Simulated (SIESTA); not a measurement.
## InSb3 under changes of volume

One of the cells (28.313 Å³/atom); the others are scaled copies at fixed shape and fractional positions:

```
Sb In
1.0
     4.83820    0.00000    0.00000
     0.00000    4.83820    0.00000
     0.00000    0.00000    4.83820
Sb In
3 1
Direct
  0.50000 0.50000 0.00000
  0.00000 0.50000 0.50000
  0.50000 0.00000 0.50000
  0.00000 0.00000 0.00000
```

The cell comes from a database or a generator and needn't be the stable form of this composition.

| Quantity | Value |
| --- | --- |
| Program | SIESTA 5.4.2 |
| Functional | PBEsol |
| Potentials or basis | PseudoDojo 0.4 standard (PBEsol files) |
| Basis | DZP (energy shift 0.003 Ry; two zetas on semicore shells) |
| Grid cutoff | 500 Ry |
| Energy shift | 0.003 Ry |
| k mesh | 6 × 6 × 6 |
| Occupations | fermi-dirac, width 0.05 eV |
| Spin | no spin polarisation |

```tsv
volume (Å³/atom)	energy over the lowest point (meV/atom)	pressure (GPa)
26.093	8.31	2.6
26.648	?	?
27.203	0.00	0.0
28.313	7.96	-2.2
28.868	17.25	-3.1
29.424	29.70	-3.9
```

**Question.** What does the run at 26.648 Å³/atom give?

**Answer.** Energy over the lowest point 1.65 meV/atom; pressure 1.2 GPa.

Worked out: A Birch-Murnaghan fit of order 3 (a polynomial in V^(-2/3)) to the other rows has its minimum at 27.18 Å³/atom with B0 = V·E''(V) = 58 GPa and B' = 3.1. It gives 1.94 meV/atom at 26.648 Å³/atom, against the run's 1.65, and -dE/dV = 1.2 GPa, against 1.2.

Energies are extrapolated to zero smearing.

Caveats: the basis of atomic orbitals isn't converged, which shifts pressures, moduli and gaps.
